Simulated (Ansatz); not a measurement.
The system is CsLiCr2Te2S3.

```
Cs Li Cr Te S
1.0
     7.05684    0.00000    0.00000
     0.00000    3.98060    0.00000
    -2.67333    0.00000    8.68168
Cs Li Cr Te S
1 1 2 2 3
Direct
  0.07739 0.00000 0.37706
  0.86424 0.50000 0.78883
  0.12646 0.00000 0.94616
  0.59290 0.50000 0.97165
  0.50838 0.00000 0.15270
  0.55612 0.00000 0.74893
  0.87426 0.00000 0.68502
  0.25176 0.50000 0.84402
  0.96294 0.50000 0.05357
```

The cell was built by a generator and needn't be a form met in nature.

| Property | Result |
| --- | --- |
| Program | Ansatz 0.2.0 |
| Task | relaxation of cell and atoms |
| Functional | PBE |
| Dispersion | D3(BJ) |
| Potentials or basis | Ansatz PAW |
| Cutoff | 420 eV (not typed: the program's choice for these potentials) |
| k mesh | 3 × 5 × 3 |
| Occupations | fermi-dirac, width 0.05 eV |
| Spin | collinear spin, ferromagnetic start |
| Starting moments | [0.0, 0.0, 3.0, 3.0, 0.0, 0.0, 0.0, 0.0, 0.0] μB |

At the start: volume 27.10 Å³/atom.

How do energy, volume and symmetry change on relaxing?

It ends after 9 steps and the volume is 25.22 Å³/atom (-6.9 %); space group Pm (No. 6, to 0.05 Å); moment 6.00 μB per cell.

Step by step:
| step | energy change (eV) | largest force (eV/Å) | volume (Å³) |
| --- | --- | --- | --- |
| 1 | 0.0000 | 0.0744 | 243.87 |
| 2 | -0.0644 | 0.1967 | 232.25 |
| 3 | -0.0801 | 0.1473 | 227.60 |
| 4 | -0.0844 | 0.1233 | 226.95 |
| 5 | -0.0861 | 0.0252 | 227.38 |
| 6 | -0.0862 | 0.0274 | 227.34 |
| 7 | -0.0866 | 0.0113 | 227.04 |
| 8 | -0.0866 | 0.0063 | 227.01 |
| 9 | -0.0850 | 0.0063 | 227.01 |

Final structure:
```
Cs Li Cr Te S
1.0
     6.98128    0.00000   -0.02412
     0.00000    3.90264    0.00000
    -2.67438    0.00000    8.34128
Cs Li Cr Te S
1 1 2 2 3
Direct
  0.08546 0.00000 0.38450
  0.85634 0.50000 0.78501
  0.12617 0.00000 0.94485
  0.59580 0.50000 0.97589
  0.51147 0.00000 0.16389
  0.55237 0.00000 0.74451
  0.86890 0.00000 0.67507
  0.25016 0.50000 0.83712
  0.96778 0.50000 0.05711
```

Caveat: the plane-wave basis is chosen anew once the cell has moved, so the energies of steps on either side of that aren't comparable; only a ferromagnetic start was run, and an antiferromagnetic order may lie lower in energy.
